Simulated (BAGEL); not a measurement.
**[AlF4]− (fluoroaluminate), step by step**

Aim: a single-point energy (HF/def2-SVP), then the energy (NEVPT2(2,2)/def2-SVP), then a single-point energy (CASPT2(2,2)/def2-SVP) of [AlF4]− (fluoroaluminate). 

The calculation is run with BAGEL 1.2.2.

1 further run of the same task is left out (set aside as unsound or not needed).

### Step 1. The system as given

[AlF4]−: 5 atoms, total charge -1, spin state singlet. SMILES: `[F][Al-]([F])([F])[F]`. The F1–Al2 distance was set to 3.209 Å, away from the relaxed value. At this shape a bond of the SMILES string is far longer than usual.

Bond lengths: Al2–F3 1.689 Å, Al2–F4 1.689 Å, Al2–F5 1.689 Å. Angles: F3–Al2–F4 109.5°, F3–Al2–F5 109.5°, F4–Al2–F5 109.5°.

### Step 2. The energy at HF/def2-SVP (density fitting with svp-jkfit) (run 1)

File input.json:

```json
{ "bagel" : [

{
  "title" : "molecule",
  "basis" : "svp",
  "df_basis" : "svp-jkfit",
  "angstrom" : true,
  "geometry" : [
    { "atom" : "F", "xyz" : [   -0.192851,   -0.558603,    3.154015 ] },
    { "atom" : "Al", "xyz" : [    0.000000,    0.000000,    0.000000 ] },
    { "atom" : "F", "xyz" : [   -1.343000,    0.895800,   -0.496200 ] },
    { "atom" : "F", "xyz" : [    0.034500,   -1.469900,   -0.831000 ] },
    { "atom" : "F", "xyz" : [    1.409900,    0.868100,   -0.332800 ] }
  ]
},
{
  "title" : "hf",
  "charge" : -1
},
{
  "title" : "print",
  "file" : "orbitals.molden",
  "orbitals" : true
}

]}
```

The run is started by

```sh
$ BAGEL_NUM_THREADS=1 BAGEL input.json > input.out
```

What it wrote:

```text
* using 1 threads per process

  ===============================================================
  ===============================================================

  *** Geometry ***

  { "atom" : "F", "xyz" : [     -0.364436,     -1.055607,      5.960225 ] },
  { "atom" : "Al", "xyz" : [      0.000000,      0.000000,      0.000000 ] },
  { "atom" : "F", "xyz" : [     -2.537902,      1.692817,     -0.937682 ] },
  { "atom" : "F", "xyz" : [      0.065196,     -2.777708,     -1.570362 ] },
  { "atom" : "F", "xyz" : [      2.664325,      1.640471,     -0.628901 ] },

  Number of auxiliary basis functions:      436

  Since a DF basis is specified, we compute 2- and 3-index integrals:
    o Being stored without compression. Storage requirement is 0.019 GB

  Number of basis functions:       74
  Number of electrons      :       49

    * METHOD: MOLECULE                             0.15

  *** RHF ***

  === Nuclear Repulsion ===
   207.3078387071

      * DIIS with orbital gradients will be used.

  === RHF iteration (svp) ===
      0       -638.99464351          0.03091706           0.06
      1       -639.26184947          0.02154365           0.06
      2       -639.47416040          0.00097986           0.06
      3       -639.47473788          0.00048587           0.06
      4       -639.47488145          0.00007502           0.06
      5       -639.47488982          0.00002108           0.06
      6       -639.47489064          0.00000619           0.06
      7       -639.47489071          0.00000168           0.06
      8       -639.47489072          0.00000058           0.06
      9       -639.47489072          0.00000026           0.06
     10       -639.47489072          0.00000006           0.06
     11       -639.47489072          0.00000002           0.06
     12       -639.47489072          0.00000001           0.06
    * SCF iteration converged.

    * Permanent dipole moment:
           (   -0.158130,    -0.457736,     2.584433) a.u.

    * METHOD: HF                                   0.93

    * METHOD: PRINT                                0.01

  ===============================================================
```

It took 1.3 s on 1 thread of Arm Neoverse V2, shared host; peak memory 0.14 GiB.

### Step 3. A single-point energy at NEVPT2(2,2)/def2-SVP (density fitting with svp-jkfit) (run 2)

File input.json:

```json
{ "bagel": [

{
  "title": "molecule",
  "basis": "svp",
  "df_basis": "svp-jkfit",
  "angstrom": "true",
  "geometry": [
    { "atom": "F", "xyz": [   -0.192851,   -0.558603,    3.154015 ] },
    { "atom": "Al", "xyz": [    0.000000,    0.000000,    0.000000 ] },
    { "atom": "F", "xyz": [   -1.343000,    0.895800,   -0.496200 ] },
    { "atom": "F", "xyz": [    0.034500,   -1.469900,   -0.831000 ] },
    { "atom": "F", "xyz": [    1.409900,    0.868100,   -0.332800 ] }
  ]
},
{
  "title": "hf",
  "charge": -1
},
{
  "title": "nevpt2",
  "nstate": 1,
  "nact": 2,
  "nclosed": 24,
  "charge": -1,
  "nspin": 0,
  "active": [25, 26],
  "maxiter": 200,
  "natocc": "true",
  "ncore": 9
},
{
  "title": "print",
  "file": "orbitals.molden",
  "orbitals": "true"
}

]}
```

The run is started by

```sh
$ BAGEL_NUM_THREADS=1 BAGEL input.json > input.out
```

What it wrote:

```text
* using 1 threads per process

  ===============================================================
  ===============================================================

  *** Geometry ***

  { "atom" : "F", "xyz" : [     -0.364436,     -1.055607,      5.960225 ] },
  { "atom" : "Al", "xyz" : [      0.000000,      0.000000,      0.000000 ] },
  { "atom" : "F", "xyz" : [     -2.537902,      1.692817,     -0.937682 ] },
  { "atom" : "F", "xyz" : [      0.065196,     -2.777708,     -1.570362 ] },
  { "atom" : "F", "xyz" : [      2.664325,      1.640471,     -0.628901 ] },

  Number of auxiliary basis functions:      436

  Since a DF basis is specified, we compute 2- and 3-index integrals:
    o Being stored without compression. Storage requirement is 0.019 GB

[... 18 lines left out ...]
    * SCF iteration converged.
[... 1 line left out ...]
    * Permanent dipole moment:
[... 28 lines left out ...]
    * Second-order optimization converged. *

     guess   0:   closed 1.                   open ..

  === FCI iteration ===

      0  0      -639.46972905     9.08e-02      0.00
      1  0      -639.49451442     1.55e-02      0.00
      2  0 *    -639.49592282     2.67e-16      0.00

     * ci vector, state   0, <S^2> = 0.0000
       2.     0.9895460881
       .2    -0.1442169880

  === DF-NEVPT2 calculation ===

    * 3-index integral transformation done
    * assembly done

      NEVPT2 correlation energy:   -0.7987104239      0.13

          (+0)     -0.6966977110
          (+0)'    -0.0469111206
          (+1)     -0.0122078870
          (+1)'    -0.0000000000
          (+2)     -0.0003211144
          (-1)     -0.0374207991
          (-1)'     0.0000000000
          (-2)     -0.0051517918

      NEVPT2 total energy:       -640.2946332485

    * METHOD: NEVPT2                              25.07

    * METHOD: PRINT                                0.01

  ===============================================================
```

Run time: 26 s. Hardware: 1 thread of Arm Neoverse V2, shared host; peak memory 0.14 GiB.

### Step 4. The energy at CASPT2(2,2)/def2-SVP (density fitting with svp-jkfit) (run 3)

File job.json:

```json
{ "bagel": [

{
  "title": "molecule",
  "basis": "svp",
  "df_basis": "svp-jkfit",
  "angstrom": "true",
  "geometry": [
    { "atom": "F", "xyz": [      -0.192851,      -0.558603,       3.154015 ] },
    { "atom": "Al", "xyz": [       0.000000,       0.000000,       0.000000 ] },
    { "atom": "F", "xyz": [      -1.343000,       0.895800,      -0.496200 ] },
    { "atom": "F", "xyz": [       0.034500,      -1.469900,      -0.831000 ] },
    { "atom": "F", "xyz": [       1.409900,       0.868100,      -0.332800 ] }
  ]
},

{ "title": "hf", "charge": -1 },

{ "title": "casscf", "nstate": 1, "nact": 2, "nclosed": 24, "charge": -1, "active": [25, 26], "maxiter": 200, "natocc": "true" },

{ "title": "print", "file": "orbitals.molden", "orbitals": "true" },

{ "title": "smith", "method": "caspt2", "ms": "true", "xms": "true", "sssr": "true", "shift": 0.2, "shift_imag": "true", "ncore": 9 }

]}
```

The run is started by

```sh
$ BAGEL_NUM_THREADS=1 BAGEL job.json > job.out
```

What it wrote:

```text
* using 1 threads per process

  ===============================================================
  ===============================================================

  *** Geometry ***

  { "atom" : "F", "xyz" : [     -0.364436,     -1.055607,      5.960225 ] },
  { "atom" : "Al", "xyz" : [      0.000000,      0.000000,      0.000000 ] },
  { "atom" : "F", "xyz" : [     -2.537902,      1.692817,     -0.937682 ] },
  { "atom" : "F", "xyz" : [      0.065196,     -2.777708,     -1.570362 ] },
  { "atom" : "F", "xyz" : [      2.664325,      1.640471,     -0.628901 ] },

  Number of auxiliary basis functions:      436

  Since a DF basis is specified, we compute 2- and 3-index integrals:
    o Being stored without compression. Storage requirement is 0.019 GB

[... 18 lines left out ...]
    * SCF iteration converged.
[... 1 line left out ...]
    * Permanent dipole moment:
[... 27 lines left out ...]
    * Second-order optimization converged. *
[... 9 lines left out ...]
     * ci vector, state   0, <S^2> = 0.0000
[... 16 lines left out ...]
    * Zeroth order energy : state  0       -0.4474171904
[... 4 lines left out ...]
       #      aibj      arbs      arbi      airj      risj      airs      arst      rist         Etot      error   time
[... 2 lines left out ...]
       0  -0.69617  -0.00581  -0.03396  -0.01345  -0.00032  -0.03997  -0.00000  -0.00000   -0.7896798  0.0032029   0.08
       1  -0.69712  -0.00592  -0.03439  -0.01403  -0.00039  -0.04153  -0.00001  -0.00000   -0.7933906  0.0006998   0.07
       2  -0.69717  -0.00595  -0.03418  -0.01411  -0.00040  -0.04180  -0.00001  -0.00001   -0.7936331  0.0002314   0.07
[... 4 lines of this table left out ...]
       7  -0.69718  -0.00596  -0.03416  -0.01410  -0.00042  -0.04184   0.00000  -0.00000   -0.7936565  0.0000005   0.08

      ------------------------------------------------------------------------------------------------------------------

    * CASPT2 energy : state  0     -640.2913137463
        w/o shift correction       -640.2895793508
        reference weight              0.8537822938

    * METHOD: SMITH                                0.83

  ===============================================================
```

It took 27 s on 1 thread of Arm Neoverse V2, shared host; peak memory 0.2 GiB.

### Step 5. Results

```
                                                                 quantity          value
                                         run 1, HF/def2-SVP: total energy  -639.47489 Eh
                                          run 1, HF/def2-SVP: HOMO energy       -5.65 eV
                                          run 1, HF/def2-SVP: LUMO energy        5.23 eV
run 1, HF/def2-SVP: HOMO–LUMO gap (to an unbound level, set by the basis)       10.88 eV
                                run 2, NEVPT2(2,2)/def2-SVP: total energy  -640.29463 Eh
                                run 3, CASPT2(2,2)/def2-SVP: total energy  -640.29131 Eh
```
